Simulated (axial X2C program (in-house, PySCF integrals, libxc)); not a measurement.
# All-electron X2C curves of BrGe⁺

Aim: find the lowest determinant of BrGe⁺, scan the bond at several levels and fit the constants, once spin-free and once with spin–orbit coupling.

The runs use an in-house X2C program for linear molecules on PySCF integrals; all-electron X2C, Br dyall-cv3z, Ge dyall-cv3z.

All values are calculated.

### 1 Set-up

task.json reads:

```json
{
 "zs": [
  35,
  32
 ],
 "q": 1,
 "bas": [
  "dyall-cv3z",
  "dyall-cv3z"
 ],
 "levels": [
  "PBE0",
  "HF",
  "BLYP"
 ],
 "cc": true,
 "r0": 2.35,
 "thr": -1.0,
 "nmax": 90,
 "npts": 10,
 "nst": 2,
 "ntry": 6
}
```

Keys: zs atomic numbers; q charge; bas basis sets; levels methods (HF also brings MP2); cc coupled cluster on or off; r0 starting distance in Å; thr threshold in hartree for freezing inner shells (an s shell follows its p shell); nmax most natural virtual spinors; npts points asked for on the curve; nst determinants followed; ntry starts of the search.

The run is started by

```console
$ python so2c.py task.json out
```

Spin-free means the one-electron spin-free X2C Hamiltonian; two-component (2c) means X2C with spin–orbit coupling and atomic mean-field two-electron Coulomb and Gaunt terms. Basis: Br dyall-cv3z contracted to [8s9p6d4f1g], Ge dyall-cv3z contracted to [9s9p7d4f1g]; Gaussian nuclei, density fitting. Masses: Br 78.918 u, Ge 73.921 u.

Notation: σ, π±, δ± give the projection m of an orbital's angular momentum (0, ±1, ±2), α and β its spin, Λ and M_S the sums; ω is the projection of a spinor's total angular momentum and Ω the sum. Logs are in hartree.

The runs that follow: PBE0, spin-free; HF, spin-free; BLYP, spin-free; Correlated methods, spin-free; PBE0, 2c; HF, 2c; BLYP, 2c; Correlated methods, 2c.

Before running it: what results should come out? Wanted: for each run, Hamiltonian; Re; ωe; De; μ.

**Answer**, as computed:

Lowest determinant that the search found at its distance, spin-free: M_S = 0, Λ = 0 (closed shell).

Lowest determinant that the search found at its distance, 2c: Ω = 0 (closed shell).

```
Hamiltonian    level  Re (Å)  ωe (cm⁻¹)  De (eV)  μ (D)
  spin-free     PBE0   2.198        369     4.31   3.29
  spin-free       HF   2.195        378     2.73   3.84
  spin-free      MP2   2.201        376     4.19    n/a
  spin-free     CCSD   2.203        373     3.91    n/a
  spin-free  CCSD(T)   2.210        367     4.10    n/a
  spin-free     BLYP   2.244        338     4.34   3.27
         2c     PBE0   2.200        368     4.19   3.29
         2c       HF   2.196        377     2.42   3.83
         2c      MP2   2.203        375     3.94    n/a
         2c     CCSD   2.205        372     3.65    n/a
         2c  CCSD(T)   2.212        366     3.84    n/a
         2c     BLYP   2.246        337     4.17   3.27
```

Dipoles are positive if Ge is the positive end and refer to the centre of mass.

**Reading.** At CCSD(T), going from spin-free to two-component changes Re by +1 mÅ, ωe by -0.2 %; the spin-free picture holds up (part of it comes from the scalar share of the two-electron terms). De moves by -0.26 eV; both De rest on single-determinant atoms, which can miss part of an open shell's spin–orbit lowering.

De refers to Br + Ge+, each in the lowest determinant found, which need not be this curve's own limit. Each curve is one determinant whose occupation by symmetry is held fixed; it was picked as the lowest of a PBE0 search that is not exhaustive. Closed shells are restricted here (equal orbitals for both partners), which fails at long range if the bond breaks into open shells. De is counted from the lowest determinant-based energies of the atoms at the same level, without counterpoise correction. CCSD and (T) use frozen natural virtuals with an MP2 correction for the truncation. With the outer-core shells frozen, correlated bond lengths of heavy atoms tend to come out a few hundredths of an ångström too long.
